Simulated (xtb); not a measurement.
# Si2H5TeCl (SMILES Cl[SiH2][SiH2][TeH]): GFN2-xTB

Aim: a geometry optimisation of Si2H5TeCl. 

Program for the calculation: xtb 6.7.1.

## 1. The molecule

Si2H5TeCl: 9 atoms, total charge 0, spin state singlet. SMILES: `Cl[SiH2][SiH2][TeH]`. All atoms were displaced at random from a relaxed shape. The run starts from this shape.

Bond lengths: Cl1–Si2 1.972 Å, Si2–Si3 2.447 Å, Si3–Te4 2.658 Å, Si2–H5 1.398 Å, Si2–H6 1.274 Å, Si3–H7 1.340 Å, Si3–H8 1.298 Å, Te4–H9 1.614 Å. Some angles: Cl1–Si2–Si3 106.2°, Si2–Si3–Te4 112.8°, Cl1–Si2–H5 103.5°, Cl1–Si2–H6 107.1°, Si3–Si2–H5 108.2°, Si3–Si2–H6 116.1°, Si2–Si3–H7 114.9°, Si2–Si3–H8 112.0°, Te4–Si3–H7 102.9°, Te4–Si3–H8 102.0°.

## 2. A geometry optimisation at GFN2-xTB

Contents of input.inp:

```
$chrg 0
$spin 0
$opt
   engine=rf
$end
```

Contents of geom.xyz:

```xyz
9

Cl    -2.172060     1.166930    -0.253400
Si    -0.420900     1.316550     0.640420
Si     0.639810    -0.879860     0.439790
Te     1.228340    -1.515290    -2.073180
H     -0.755370     1.518770     1.982500
H      0.195780     2.288270     0.094350
H     -0.118030    -1.910000     0.839090
H      1.807130    -0.909130     1.006660
H     -0.307450    -1.335920    -2.535220
```

Started as:

```sh
$ xtb --gfn2 --opt tight -I input.inp --parallel 1 -- geom.xyz | tee run.log
```

**Question.** What will come out? Wanted: total energy at the end; dipole moment; HOMO energy; LUMO energy; HOMO–LUMO gap; dispersion energy; mean polarisability.

Answer, from the run:

Level: GFN2-xTB.

| quantity | value |
| --- | --- |
| total energy at the end | -13.69183 Eh |
| dipole moment | 2.08 D |
| HOMO energy | -9.59 eV |
| LUMO energy | -6.15 eV |
| HOMO–LUMO gap | 3.44 eV |
| dispersion energy | -22.16 kJ/mol |
| mean polarisability (D4 model) | 110.3 bohr³ |

**Reading.** At the final geometry: Bond lengths: Cl1–Si2 2.032 Å, Si2–Si3 2.312 Å, Si3–Te4 2.494 Å, Si2–H5 1.463 Å, Si2–H6 1.464 Å, Si3–H7 1.469 Å, Si3–H8 1.463 Å, Te4–H9 1.642 Å. Some angles: Cl1–Si2–Si3 108.6°, Si2–Si3–Te4 115.5°, Cl1–Si2–H5 106.1°, Cl1–Si2–H6 105.9°, Si3–Si2–H5 114.0°, Si3–Si2–H6 114.4°, Si2–Si3–H7 111.5°, Si2–Si3–H8 110.7°, Te4–Si3–H7 109.9°, Te4–Si3–H8 103.2°. The optimisation took 29 steps and changed the energy by -1.441 eV.
